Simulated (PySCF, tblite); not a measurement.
# C5H5FOSi: geometry, infrared bands and NMR shifts

What infrared bands and NMR shifts should C5H5FOSi (`C#C[Si@@H]1[C@H](C=O)[C@@H]1F`) show?

Programs: tblite 0.8.0 and PySCF 2.14.0, with density-fitted response routines of our own. Each step states its level of theory. These are calculated values for one molecule in the gas phase, unless marked as measured. Atoms count from 0, in the outputs and in this text.

## 1. The molecule as given

13 atoms, charge 0, multiplicity 1; geometry from: force field or distance geometry start.

Bonds of the start (Å): C0–C1 1.22, C1–Si2 1.78, Si2–C3 1.84, C3–C4 1.48, C4–O5 1.24, C3–C6 1.53, C6–F7 1.40, C6–Si2 1.86, C0–H8 1.08, Si2–H9 1.46, C3–H10 1.12, C4–H11 1.08, C6–H12 1.09.

## 2. Relaxing the molecule with GFN2-xTB

Job settings and geometry (Å):

```
{"job": {"kind": "relax", "xc": "GFN2-xTB", "basis": "xTB"}, "charge": 0, "multiplicity": 1}
C      2.826800    -0.099300     1.037400
C      1.959100    -0.179900     0.180800
Si     0.716700    -0.323700    -1.090300
C     -0.935700     0.441800    -0.841500
C     -1.325300     1.172300     0.379700
O     -2.140400     2.092200     0.238900
C     -0.917000    -1.078700    -0.634200
F     -0.993900    -1.485000     0.702100
H      3.588300    -0.029200     1.793700
H      1.096300    -0.579400    -2.472700
H     -1.433900     0.790800    -1.777800
H     -0.930700     0.937200     1.355300
H     -1.514900    -1.658500    -1.334200
```

The run is started by

```sh
$ OMP_NUM_THREADS=1 python probes_run.py task.json out
```

One launch serves the whole session: the jobs run in the order shown.

**Question.** This job is followed by: GFN2-xTB harmonic vibrations, gas phase; GIAO PBE0/pcSseg-1 NMR shielding, non-relativistic, gas phase. What will the session give for the following? strongest single infrared mode (GFN2-xTB); zero-point energy (GFN2-xTB); 13C shifts against TMS (PBE0/pcSseg-1); 1H shifts against TMS (PBE0/pcSseg-1); 29Si shifts against TMS (PBE0/pcSseg-1); 17O shifts against H2O (PBE0/pcSseg-1); 19F shifts against CFCl3 (PBE0/pcSseg-1); surface potential, 1st and 99th percentile.

The runs gave:

| quantity | value |
| --- | --- |
| strongest single infrared mode (GFN2-xTB) | 1731 cm⁻¹, 554 km/mol |
| zero-point energy (GFN2-xTB) | 50.5 kcal/mol |
| 13C shifts against TMS (PBE0/pcSseg-1) | 196.8, 108.8, 83.1, 77.7, 34.8 ppm |
| 1H shifts against TMS (PBE0/pcSseg-1) | 9.86, 5.65, 3.65, 2.25, 2.02 ppm |
| 29Si shifts against TMS (PBE0/pcSseg-1) | -131.3 ppm |
| 17O shifts against H2O (PBE0/pcSseg-1) | 673.9 ppm |
| 19F shifts against CFCl3 (PBE0/pcSseg-1) | -264.6 ppm |
| surface potential, 1st and 99th percentile | -1.84 V and 1.87 V |

Relaxing lowered the energy by 0.479 eV in 74 steps; the close pair that moved most is Si2–C3, from 1.838 to 1.934 Å. All 33 modes are real, so the xTB geometry is a minimum. The strongest single mode, at 1731 cm⁻¹, moves mainly C4 and O5. GFN2-xTB is a fitted tight-binding method: band positions and strengths are rough. Its intensities can rank the bands wrongly. The most deshielded carbon is C4 (aldehyde carbonyl carbon), at 196.8 ppm: the double bond to the heteroatom, with no lone-pair donor beside it, deshields it most. The most deshielded hydrogen is H11 (hydrogen on an aldehyde carbonyl carbon), at 9.86 ppm: the formyl region, downfield of aromatic protons. At PBE0/pcSseg-1: Shielding is most anisotropic at O5 (span 1350 ppm, paramagnetic term -733 ppm). At PBE0/pcSseg-1, counted by nearest atom on the grid, the HOMO lies on O5 47 %; C3 11 %, the LUMO on Si2 23 %; C0, C1, C4 about 12 % each.
